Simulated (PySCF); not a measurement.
**H₆OP₂Si₂: electronic excitations and core binding energies**

Aim: predict the electronic excitations and core binding energies of H₆OP₂Si₂ (`O[SiH]1P[SiH2]P1`).

The runs use PySCF 2.14.0, with density-fitted response routines of our own; the level of theory stands in each step. All values are computed, except where a source is named. Atoms are numbered from 0 throughout.

**1. The starting structure**

11 atoms, charge 0, multiplicity 1; geometry from: GFN2-xTB.

Bonds of the start (Å): O0–Si1 1.62, Si1–P2 2.26, P2–Si3 2.27, Si3–P4 2.27, P4–Si1 2.27, O0–H5 0.95, Si1–H6 1.46, P2–H7 1.38, Si3–H8 1.46, Si3–H9 1.46, P4–H10 1.38.

**2. TDDFT and polarisability: CAM-B3LYP/def2-SVPD**

The job: settings as JSON, then the geometry in Å.

```
{"job": {"kind": "uv", "xc": "CAM-B3LYP", "basis": "def2-SVPD", "nstates": 8, "ntriplets": 3}, "charge": 0, "multiplicity": 1}
O      1.805038     1.521025     0.862759
Si     0.955379     0.731981    -0.267134
P     -1.194034     1.314525     0.090480
Si    -1.426834    -0.910536     0.472657
P      0.757137    -1.472083     0.241416
H      2.669885     1.226565     1.140468
H      1.481610     0.965009    -1.612901
H     -1.551277     1.264765    -1.246683
H     -1.852456    -1.150072     1.850259
H     -2.296556    -1.587492    -0.490084
H      0.657531    -1.901016    -1.067200
```

With the program's defaults for keys left out, this is: TDDFT CAM-B3LYP/def2-SVPD, vertical, gas phase, core orbitals frozen in the response.

Started as:

```console
OMP_NUM_THREADS=1 python probes_run.py task.json out
```

One launch serves the whole session: the jobs run in the order shown.

The log of the run:

```text
coarse grid: 11304 points
cycle   1  E = -1339.8724514571  dE =  4.771e-01  |g| = 6.819e-01  |ddm| = 3.919e+00
cycle   2  E = -1339.8076860165  dE =  6.477e-02  |g| = 9.253e-01  |ddm| = 1.527e+00
cycle   3  E = -1339.9705443556  dE = -1.629e-01  |g| = 5.958e-02  |ddm| = 7.986e-01
cycle   4  E = -1339.9713794946  dE = -8.351e-04  |g| = 2.372e-02  |ddm| = 1.423e-01
cycle   5  E = -1339.9715749272  dE = -1.954e-04  |g| = 4.314e-03  |ddm| = 5.528e-02
cycle   6  E = -1339.9715827777  dE = -7.851e-06  |g| = 1.102e-03  |ddm| = 1.162e-02
final grid: 91144 points
cycle   7  E = -1340.1363025169  dE = -8.929e-06  |g| = 7.496e-04  |ddm| = 2.333e-02
cycle   8  E = -1340.1363026805  dE = -1.637e-07  |g| = 3.930e-04  |ddm| = 2.954e-03
cycle   9  E = -1340.1363027314  dE = -5.089e-08  |g| = 1.522e-04  |ddm| = 9.076e-04
cycle  10  E = -1340.1363027399  dE = -8.485e-09  |g| = 3.971e-05  |ddm| = 3.647e-04
cycle  11  E = -1340.1363027403  dE = -3.947e-10  |g| = 1.836e-05  |ddm| = 6.863e-05
converged SCF energy = -1340.1363027403

Static polarisability (au): isotropic 106.747, principal 86.299 115.760 118.182

Singlet excitations
state   eV       nm        f      main configurations
  1   4.7529    260.9   0.00432   H->L 0.89
  2   5.0622    244.9   0.00362   H->L+1 0.46, H->L+2 0.44
  3   5.1438    241.0   0.00095   H->L+1 0.48, H->L+2 0.47
  4   5.9840    207.2   0.03403   H->L+3 0.62, H->L+4 0.30
  5   6.2394    198.7   0.01386   H-1->L 0.46, H-1->L+1 0.19, H->L+4 0.13
  6   6.3004    196.8   0.02949   H-1->L 0.32, H->L+4 0.20, H-1->L+1 0.17
  7   6.3392    195.6   0.02098   H-1->L+1 0.51, H->L+4 0.22
  8   6.5420    189.5   0.01685   H-1->L+2 0.36, H->L+6 0.21, H-2->L 0.21

Triplet excitations (Tamm-Dancoff, eV): 4.2935 4.6101 4.7278
```

It took 25 s on 1 thread of Arm Neoverse V1, shared host; peak memory 0.73 GiB.

The orbitals next to the gap, with their largest atomic shares:

```
orbital     eV                        atoms
 HOMO−3  -9.77   P2 32 %, P4 17 %, Si3 16 %
 HOMO−2  -9.63   P4 31 %, P2 27 %, Si3 14 %
 HOMO−1  -9.19  P4 23 %, Si1 18 %, Si3 14 %
   HOMO  -7.71    P4 38 %, P2 38 %, Si1 8 %
   LUMO   0.18  Si1 24 %, Si3 16 %, P2 15 %
 LUMO+1   0.47  Si3 24 %, P4 19 %, Si1 17 %
 LUMO+2   0.54   Si3 28 %, P2 19 %, P4 13 %
```

With each of the 8 states as a Gaussian band of 0.4 eV half-width at 1/e, the curve within the window shown has maxima at 251 nm (ε 310), 198 nm (ε 3,800) L/(mol cm). Beyond the last state computed it falls off for lack of states. The curve at chosen wavelengths:

nm, ε (L/mol/cm) and a bar:
```
      181        826 ######
      186       1881 ###############
      190       2839 #######################
      195       3679 #############################
      200       3775 ##############################
      204       3358 ###########################
      209       2510 ####################
      214       1627 #############
      218       1053 ########
      223        570 ####
      228        327 ##
      232        253 ##
      237        244 ##
      242        271 ##
      247        297 ##
      251        305 ##
      256        296 ##
      261        268 ##
      265        236 ##
      270        189 #
      275        143 #
      279        110 #
      284         75 
      289         49 
      293         33 
      298         20
```

Further results of this job:

| property | computed |
| --- | --- |
| dipole moment (D) | 1.54 |
| polarisability (Å³) | 15.82 |
| HOMO–LUMO gap (eV) | 7.89 |
| −ε(HOMO) (eV) | 7.71 |

**3. Core holes by ΔSCF: SCAN, X2C**

Settings changed since step 2:

```diff
@@ -1,2 +1,2 @@
-{"job": {"kind": "uv", "xc": "CAM-B3LYP", "basis": "def2-SVPD", "nstates": 8, "ntriplets": 3}, "charge": 0, "multiplicity": 1}
+{"job": {"kind": "xps"}, "charge": 0, "multiplicity": 1}
 O      1.805038     1.521025     0.862759
```

With the program's defaults for keys left out, this is: delta-SCF UKS SCAN, pcX-2 on the ionised atom, pcseg-1 elsewhere, spin-free X2C.

The log of the run:

```text
ground state, core basis on atom 0 (O), 147 functions
  cycle   1  E = -1343.05957922  |g| = 8.52e-01
  cycle   2  E = -1342.59908640  |g| = 1.73e+00
  cycle   3  E = -1343.18751266  |g| = 1.66e-01
  cycle   4  E = -1343.19354292  |g| = 7.38e-02
  cycle   5  E = -1343.19548091  |g| = 1.80e-02
  cycle   6  E = -1343.19558818  |g| = 6.39e-03
  cycle   7  E = -1343.19560192  |g| = 2.06e-03
  cycle   8  E = -1343.19560650  |g| = 6.02e-04
  cycle   9  E = -1343.19560498  |g| = 1.05e-04
  E(ground) = -1343.30223475 Eh
hole in O 1s of atom 0
  cycle   1  E = -1322.57922825  |g| = 2.22e+00
  cycle   2  E = -1320.50110099  |g| = 2.56e+00
  cycle   3  E = -1323.08993603  |g| = 7.02e-01
  cycle   4  E = -1323.32294568  |g| = 3.11e-01
  cycle   5  E = -1323.38486480  |g| = 1.37e-01
  cycle   6  E = -1323.39841778  |g| = 3.31e-02
  cycle   7  E = -1323.39924788  |g| = 9.59e-03
  cycle   8  E = -1323.39931143  |g| = 2.63e-03
  cycle   9  E = -1323.39931644  |g| = 1.24e-03
  cycle  10  E = -1323.39931869  |g| = 2.40e-04
  E(ion) = -1323.50707876 Eh   <S^2> = 0.7613   hole on atom = 1.000   binding energy = 538.654 eV
ground state, core basis on atom 1 (Si), 158 functions
  cycle   1  E = -1343.26491480  |g| = 2.96e-01
  cycle   2  E = -1343.26300208  |g| = 1.29e-01
  cycle   3  E = -1343.26139057  |g| = 1.54e-01
  cycle   4  E = -1343.26592768  |g| = 1.25e-02
  cycle   5  E = -1343.26595182  |g| = 3.37e-03
  cycle   6  E = -1343.26595556  |g| = 3.50e-04
  E(ground) = -1343.33360835 Eh
hole in Si 1s of atom 1
  cycle   1  E = -1274.30445014  |g| = 4.35e+00
  cycle   2  E = -1273.56655968  |g| = 2.48e+00
  cycle   3  E = -1274.12001108  |g| = 1.25e+00
  cycle   4  E = -1275.24246916  |g| = 4.35e-01
  cycle   5  E = -1275.37715494  |g| = 7.82e-02
  cycle   6  E = -1275.37959354  |g| = 4.19e-02
  cycle   7  E = -1275.38029403  |g| = 2.21e-02
  cycle   8  E = -1275.38052236  |g| = 3.95e-03
  cycle   9  E = -1275.38052863  |g| = 1.85e-03
  cycle  10  E = -1275.38053028  |g| = 5.58e-04
  cycle  11  E = -1275.38052985  |g| = 2.51e-04
  E(ion) = -1275.45598604 Eh   <S^2> = 0.7529   hole on atom = 1.000   binding energy = 1847.044 eV
hole in Si 2p of atom 1
  cycle   1  E = -1338.96626218  |g| = 1.25e+00
  cycle   2  E = -1338.24673707  |g| = 1.51e+00
  cycle   3  E = -1339.14520550  |g| = 4.56e-01
  cycle   4  E = -1339.29367289  |g| = 1.38e-01
  cycle   5  E = -1339.30669963  |g| = 3.34e-02
  cycle   6  E = -1339.30729328  |g| = 1.55e-02
  cycle   7  E = -1339.30741026  |g| = 5.47e-03
  cycle   8  E = -1339.30742313  |g| = 2.43e-03
  cycle   9  E = -1339.30742580  |g| = 3.80e-04
  E(ion) = -1339.38644248 Eh   <S^2> = 0.7518   hole on atom = 1.003   binding energy = 107.408 eV
  2p3/2 = 107.174 eV   2p1/2 = 107.799 eV
ground state, core basis on atom 2 (P), 158 functions
  cycle   1  E = -1343.27465434  |g| = 3.41e-01
  cycle   2  E = -1343.27405541  |g| = 6.12e-02
  cycle   3  E = -1343.27262957  |g| = 9.34e-02
  cycle   4  E = -1343.27531228  |g| = 7.18e-03
  cycle   5  E = -1343.27532233  |g| = 4.27e-03
  cycle   6  E = -1343.27532593  |g| = 4.35e-04
  E(ground) = -1343.35500509 Eh
hole in P 1s of atom 2
  cycle   1  E = -1263.12881884  |g| = 4.72e+00
  cycle   2  E = -1261.69109301  |g| = 2.56e+00
  cycle   3  E = -1256.85722885  |g| = 2.52e+00
  cycle   4  E = -1264.26468039  |g| = 2.38e-01
  cycle   5  E = -1264.25474600  |g| = 2.80e-01
  cycle   6  E = -1264.29604210  |g| = 7.36e-02
  cycle   7  E = -1264.29773777  |g| = 2.66e-02
  cycle   8  E = -1264.29811662  |g| = 6.99e-03
  cycle   9  E = -1264.29814629  |g| = 2.03e-03
  cycle  10  E = -1264.29814939  |g| = 3.77e-04
  E(ion) = -1264.37795185 Eh   <S^2> = 0.7519   hole on atom = 1.000   binding energy = 2149.075 eV
hole in P 2p of atom 2
  cycle   1  E = -1337.86455198  |g| = 1.39e+00
  cycle   2  E = -1336.68678506  |g| = 1.69e+00
  cycle   3  E = -1337.97247204  |g| = 5.92e-01
  cycle   4  E = -1338.25391010  |g| = 1.63e-01
  cycle   5  E = -1338.26835491  |g| = 8.04e-02
  cycle   6  E = -1338.27186467  |g| = 3.40e-02
  cycle   7  E = -1338.27229103  |g| = 1.44e-02
  cycle   8  E = -1338.27238637  |g| = 3.54e-03
  cycle   9  E = -1338.27239479  |g| = 1.36e-03
  cycle  10  E = -1338.27239568  |g| = 3.87e-04
  E(ion) = -1338.36218655 Eh   <S^2> = 0.7538   hole on atom = 1.002   binding energy = 135.862 eV
  2p3/2 = 135.616 eV   2p1/2 = 136.505 eV
ground state, core basis on atom 3 (Si), 158 functions
  cycle   1  E = -1343.25472448  |g| = 2.88e-01
  cycle   2  E = -1343.25416265  |g| = 5.89e-02
  cycle   3  E = -1343.25316803  |g| = 7.35e-02
  cycle   4  E = -1343.25532955  |g| = 7.67e-03
  cycle   5  E = -1343.25534674  |g| = 2.20e-03
  cycle   6  E = -1343.25534939  |g| = 3.73e-04
  E(ground) = -1343.32335377 Eh
hole in Si 1s of atom 3
  cycle   1  E = -1274.31012938  |g| = 4.35e+00
  cycle   2  E = -1273.94650647  |g| = 2.32e+00
  cycle   3  E = -1274.42272051  |g| = 1.09e+00
  cycle   4  E = -1275.25437236  |g| = 4.25e-01
  cycle   5  E = -1275.38888431  |g| = 8.54e-02
  cycle   6  E = -1275.38989960  |g| = 7.48e-02
  cycle   7  E = -1275.39215755  |g| = 1.54e-02
  cycle   8  E = -1275.39227703  |g| = 4.21e-03
  cycle   9  E = -1275.39228995  |g| = 1.94e-03
  cycle  10  E = -1275.39229234  |g| = 4.67e-04
  E(ion) = -1275.46850466 Eh   <S^2> = 0.7532   hole on atom = 1.000   binding energy = 1846.424 eV
hole in Si 2p of atom 3
  cycle   1  E = -1338.97042325  |g| = 1.24e+00
  cycle   2  E = -1338.46546314  |g| = 1.35e+00
  cycle   3  E = -1339.18121736  |g| = 4.04e-01
  cycle   4  E = -1339.30227628  |g| = 1.30e-01
  cycle   5  E = -1339.31394756  |g| = 4.15e-02
  cycle   6  E = -1339.31469809  |g| = 1.63e-02
  cycle   7  E = -1339.31480541  |g| = 4.65e-03
  cycle   8  E = -1339.31481542  |g| = 1.85e-03
  cycle   9  E = -1339.31481808  |g| = 3.89e-04
  E(ion) = -1339.39464532 Eh   <S^2> = 0.7523   hole on atom = 1.002   binding energy = 106.906 eV
  2p3/2 = 106.710 eV   2p1/2 = 107.333 eV
```

Wall time 52 s (1 thread of Arm Neoverse V1, shared host); peak memory 0.49 GiB.

Binding energies by hole, beside the orbital energy of the ground state; the difference holds orbital relaxation and, for a density functional, its self-interaction error:

```
       hole  stands for                                         environment  ΔSCF (eV; 2p as the shell's mean)  −ε (eV)   ⟨S²⟩
  O1s on O0          O0                              oxygen bonded to Si, H                             538.65    517.0  0.761
Si1s on Si1         Si1   silicon bonded to O, 2 P, H, in a 4-membered ring                            1847.04   1794.3  0.753
Si2p on Si1         Si1   silicon bonded to O, 2 P, H, in a 4-membered ring                             107.38     97.1  0.752
  P1s on P2      P2, P4  phosphorus bonded to 2 Si, H, in a 4-membered ring                            2149.08   2092.4  0.752
  P2p on P2      P2, P4  phosphorus bonded to 2 Si, H, in a 4-membered ring                             135.91    125.4  0.754
Si1s on Si3         Si3    silicon bonded to 2 P, 2 H, in a 4-membered ring                            1846.42   1793.9  0.753
Si2p on Si3         Si3    silicon bonded to 2 P, 2 H, in a 4-membered ring                             106.92     96.7  0.752
```

Each hole run stands for the others of its class of like atoms.

With the spin-orbit splitting: Si1 2p3/2 107.17, 2p1/2 107.80 eV; P2 2p3/2 135.62, 2p1/2 136.51 eV; Si3 2p3/2 106.71, 2p1/2 107.33 eV. The table gives each 2p level as the mean over the whole 2p shell (two parts 2p3/2, one part 2p1/2), which differs a little from the single hole in the log.

**4. Results**

| quantity | value |
| --- | --- |
| lowest singlet (CAM-B3LYP/def2-SVPD) | 4.75 eV (261 nm), f = 0.004 |
| brightest single state of those computed | state 4, 5.98 eV, f = 0.034 |
| lowest triplet | 4.29 eV |
| Si1s binding energies, SCAN/pcX-2 | Si1 1847.04, Si3 1846.42 eV |
| Si2p binding energies, SCAN/pcX-2 | Si1 107.38, Si3 106.92 eV |
| O1s binding energies, SCAN/pcX-2 | O0 538.65 eV |
| P1s binding energies, SCAN/pcX-2 | P2 2149.08 eV |
| P2p binding energies, SCAN/pcX-2 | P2 135.91 eV |

**Reading.** The lowest singlet, at 4.75 eV, is HOMO→LUMO 0.89 and is weak; of the 8 states computed, the strongest absorption comes from state 4 at 5.98 eV. The lowest triplet lies 0.46 eV below the lowest singlet (triplets in Tamm-Dancoff, singlets in full TDDFT). Si1 (silicon bonded to O, 2 P, H, in a 4-membered ring) binds its Si1s electron 0.62 eV more tightly than Si3 (silicon bonded to 2 P, 2 H, in a 4-membered ring). Si1 (silicon bonded to O, 2 P, H, in a 4-membered ring) binds its Si2p electron 0.46 eV more tightly than Si3 (silicon bonded to 2 P, 2 H, in a 4-membered ring).
